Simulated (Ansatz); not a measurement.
## AlC3, space group Pm-3m: a breakdown of dispersion, smearing and cutoff terms

Program: the Python package of Ansatz (0.2.0).

`terms_alc3.py`
```python
"""Taking single terms out of the free energy of AlC3."""

import ansatz as az
import numpy as np

KGRID = (8, 8, 8)
SIGMA = 0.15

vectors = np.array([
    [3.207929, 0.0, 0.0],
    [0.0, 3.207929, 0.0],
    [0.0, 0.0, 3.207929],
])
cell = (
    az.Lattice.of(vectors)
    .atom("Al", (0.0, 0.0, 0.0))
    .atom("C", (0.0, 0.5, 0.5))
    .atom("C", (0.5, 0.0, 0.5))
    .atom("C", (0.5, 0.5, 0.0))
)

calculation = (
    cell.calculation()
    .kpoints(*KGRID, center="gamma")
    .occupations(az.OccupationsMethod.COLD, width=SIGMA)
)
with_term = calculation.functional("rpbe", dispersion="d3bj").basis(380).cutoff_correction(630).run(threads=1).report
without = calculation.functional("rpbe").basis(380).run(threads=1).report
finer = calculation.functional("rpbe").basis(630).run(threads=1).report
removed = az.free_energy_without(with_term, az.EnergyTerm.DISPERSION)
print(f"dispersion term            {with_term['components']['e_disp']:.5f} eV")
print(f"F less dispersion          {removed:.5f} eV, run without it {without['free_energy_ev']:.5f} eV")
print(f"F less smearing term       {az.free_energy_without(without, az.EnergyTerm.SMEARING):.5f} eV")
print(f"estimated gain to 630 eV   {with_term['cutoff_correction']['energy_ev']:.5f} eV, found {finer['free_energy_ev'] - without['free_energy_ev']:.5f} eV")
```

`python terms_alc3.py` gives:
```text
DeckWarning: basis.ecutwfc = 380 eV is below the records' recommended 420 eV, and the density's cutoff is lower with it unless basis.ecutrho_ratio is high enough to keep the records' density cutoff: compare with a run at a higher cutoff
dispersion term            -3.47404 eV
F less dispersion          -1286.28948 eV, run without it -1286.28948 eV
F less smearing term       -1286.28333 eV
estimated gain to 630 eV   -0.02923 eV, found -0.02920 eV
```
(Warnings from the package without file and line.)

What to keep in mind:
- Absolute energies stand on the zero of these potentials, so only differences at equal settings mean something. A total without «per atom» is that of the whole cell that was run.
- The cutoff lies under the one recommended for these potentials in some of the runs.
- Dispersion corrections can be off by several per cent in the lattices of metals, and by several GPa in the pressure at a fixed cell.
- For a metal this k-point mesh is coarse: on a finer one energies can move by several to tens of meV an atom and pressures by half a GPa or more, differences at one mesh by less.
- The structure comes from a database of computed cells and needn't be a stable or known phase.
- Hardware and time: 1.7 s on 1 thread of Intel(R) Xeon(R) 6975P-C (Granite Rapids), with other jobs on the host, peak memory 0.4 GiB.
